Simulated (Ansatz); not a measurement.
# NiS: further runs on the relaxed cell

An exercise on one series of results from a longer session: the logs are not shown, and one member is left open.

Program: Ansatz 0.2.0. Level of theory: DFT PBEsol, scalar-relativistic, plane waves, PAW. These are calculated values, not measurements.

2 further runs of the same task are left out: 2 set aside as unsound or not needed.

**The structure to begin with**

It takes space group P6_3/mmc (No. 194, hexagonal). Conventional cell: a = 3.405 Å, b = 3.405 Å, c = 5.074 Å, α = 90.00°, β = 90.00°, γ = 120.00°. Around Ni (site symmetry -3m) lie 6 S at 2.34 Å and 2 Ni at 2.54 Å. Around S (site symmetry -6m2) lie 6 Ni at 2.34 Å.

Coordinates:

```xyz
4
Lattice="3.4054 0.0000 0.0000 -1.7027 2.9492 0.0000 0.0000 0.0000 5.0736" Properties=species:S:1:pos:R:3 pbc="T T T"
Ni    0.0000    0.0000    0.0000
Ni    0.0000    0.0000    2.5368
S     0.0000    1.9661    1.2684
S     1.7027    0.9831    3.8052
```

It is the result of an earlier relaxation at this level (volume 12.74 Å³/atom; gap on the mesh: none (metal)).

The first run:

The input, input.yaml:

```yaml
crystal:
  lattice:
    - [3.4054407591, 0.0, 0.0]
    - [-1.7027203795, 2.9491982085, 0.0]
    - [0.0, 0.0, 5.0735634978]
  atoms:
    - { symbol: Ni, position: [0.0, 0.0, 0.0] }
    - { symbol: Ni, position: [0.0, 0.0, 0.5] }
    - { symbol: S, position: [0.3333333333, 0.6666666667, 0.25] }
    - { symbol: S, position: [0.6666666667, 0.3333333333, 0.75] }
basis:
  ecutwfc: 420
kpoints:
  mp_grid: { grid: [12, 12, 8] }
  band_path:
    path:
      - [[0.0, 0.0, 0.0], [0.5, 0.0, 0.0], [0.33333333, 0.33333333, 0.0], [0.0, 0.0, 0.0], [0.0, 0.0, 0.5], [0.5, 0.0, 0.5], [0.33333333, 0.33333333, 0.5], [0.0, 0.0, 0.5]]
      - [[0.5, 0.0, 0.5], [0.5, 0.0, 0.0]]
      - [[0.33333333, 0.33333333, 0.5], [0.33333333, 0.33333333, 0.0]]
    npoints: 14
hamiltonian:
  xc: pbesol
scf:
  occupations: { method: gaussian, width: 0.1 }
  n_extra_bands: 10
output:
  forces: true
  stress: true
  eigenvalues: true
  populations: true
  dos: { projected: true, de: 0.02, nscf_kmesh: { grid: [18, 18, 12] } }
  bader: true
  write_density: true
  write_potential: true
  elf: true
  volumetric_format: npy
```

The run is started by

```console
> ansatz run input.yaml --threads 1 --pin off --max-ram 2560MiB --backend cpu --events-out ev --progress --plain --runs-dir out
```

Among the steps run: Static run: bands, density of states and charges; The cell scaled to 0.97 of its volume; The cell scaled to 1.03 of its volume; Volume × 0.94; Volume × 1.06.

One table of the session follows, with a row left open; its other results are not shown here.

It belongs to the step «Equation of state». 

```
volume (Å³/atom)  energy above the lowest point (meV/atom)  pressure (GPa)
          11.975                                      25.7           11.46
          12.357                                       6.0            5.24
          12.739                                       0.0            0.00
          13.121                                         ?               ?
          13.503                                      20.6           -8.13
```

Estimate the missing values for volume (Å³/atom) = 13.121.

Worked estimate for «energy above the lowest point (meV/atom)». A straight line through the neighbours (12.739, 0.0) and (13.503, 20.6) gives 0.0 + (20.6 − 0.0) × (13.121 − 12.739) / (13.503 − 12.739) = 10.3; a parabola fitted to 3 rows on both sides gives 4.9.

**Answer.** energy above the lowest point (meV/atom): 5.5; pressure (GPa): -4.41. In «energy above the lowest point (meV/atom)» the line misses by +4.8 and the parabola by -0.6.

Caveats from the session: Spin polarisation is off in the runs that give these values; a magnetic solution could lie lower.
